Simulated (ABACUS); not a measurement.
NiMoIrPdW:

```
CELL_PARAMETERS angstrom
2.34460 -1.43138 0.00906
2.34460 1.43138 0.00906
-2.20600 0.00000 10.92374
ATOMIC_POSITIONS crystal
Ir 0.74982 0.74982 0.10802
W 0.68673 0.68673 0.69406
Pd 0.24733 0.24733 0.49061
Mo 0.31773 0.31773 0.91207
Ni 0.49838 0.49838 0.29525
```

The cell was built by a generator and needn't be a form met in nature.

Base run:

| Quantity | Value |
| --- | --- |
| Program | ABACUS 3.10.1 |
| Functional | PBE |
| Potentials or basis | PseudoDojo NC SR 0.4.1 PBE standard |
| Cutoff | 1361 eV |
| Density cutoff | 5442 eV |
| Basis | DZP LCAO (the cutoffs set its grid) |
| k mesh | 8 × 8 × 2 |
| Occupations | fermi-dirac, width 0.05 eV |
| Spin | collinear spin, ferromagnetic start |
| Starting moments | [0.6, 0.0, 0.0, 1.0, 1.0] μB |
| Fixed moment | 1 μB |

Its results: pressure 1.1 GPa; site moments Ir +0.19; W +0.12; Pd +0.08; Mo +0.06; Ni +0.55 μB; largest force 0.156 eV/Å.

After a change of settings the same cell gave: pressure 2.9 GPa; site moments Ir +0.51; W +0.45; Pd +0.25; Mo +0.34; Ni +0.95 μB; largest force 0.327 eV/Å. Which change was it?
A. fixed moment from 1 μB to 0.5 μB
B. fixed moment from 1 μB to 2.5 μB
C. fixed moment from 1 μB to 1.5 μB

B.

Caveats: the atomic orbitals were generated for these runs and aren't a published set; this set's palladium file may shift the pressure by some GPa; the basis of atomic orbitals isn't converged, which shifts pressures, moduli and gaps; the total moment is fixed, so each spin has its own Fermi level; the moment is held away from its start (some runs).
